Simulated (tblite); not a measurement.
# C5H11FO2Si: the cost of one run

Computed with tblite 0.8.0 and PySCF 2.14.0, with density-fitted response routines of our own, on a single molecule in the gas phase. Atoms are numbered from 0 throughout.

### Step 1. The molecule as given

20 atoms, charge 0, multiplicity 1; geometry from: force field or distance geometry start.

Bonds of the start (Å): C0–C1 1.53, C1–O2 1.41, O2–Si3 1.71, Si3–C4 1.84, C4–O5 1.23, Si3–C6 1.84, C6–C7 1.49, C6–F8 1.40, C0–H9 1.12, C0–H10 1.11, C0–H11 1.11, C1–H12 1.11, C1–H13 1.11, Si3–H14 1.48, C4–H15 1.09, C6–H16 1.11, C7–H17 1.10, C7–H18 1.13, C7–H19 1.12.

### Step 2. Relaxing the molecule with GFN2-xTB

The job: settings as JSON, then the geometry in Å.

```
{"job": {"kind": "relax", "xc": "GFN2-xTB", "basis": "xTB"}, "charge": 0, "multiplicity": 1}
C      3.003100    -0.698800     0.112600
C      1.762900     0.188000     0.067700
O      0.680800    -0.393900     0.759900
Si    -0.692800     0.619700     0.695100
C     -0.200400     2.122500    -0.250100
O     -0.116100     1.972000    -1.469400
C     -2.167000    -0.070200    -0.155300
C     -2.232100    -1.556700    -0.245500
F     -3.296600     0.406900     0.513700
H      3.759000    -0.253000    -0.577600
H      3.432800    -0.732600     1.130300
H      2.798600    -1.722000    -0.258800
H      2.049500     1.173400     0.496100
H      1.502800     0.345000    -0.995800
H     -1.095200     1.056900     2.050100
H     -0.008300     3.073500     0.246800
H     -2.243000     0.348500    -1.184100
H     -1.270000    -2.085500    -0.363400
H     -2.841900    -1.794300    -1.167900
H     -2.831500    -1.989000     0.592500
```

Launch:

```console
OMP_NUM_THREADS=1 python probes_run.py task.json out
```

The driver reads the jobs from task.json and runs them one after another.

**Question.** How long does this first job take on 1 thread of Arm Neoverse N1, shared host, and how much memory does it need?

About 3 s, with a peak of 0.18 GiB.
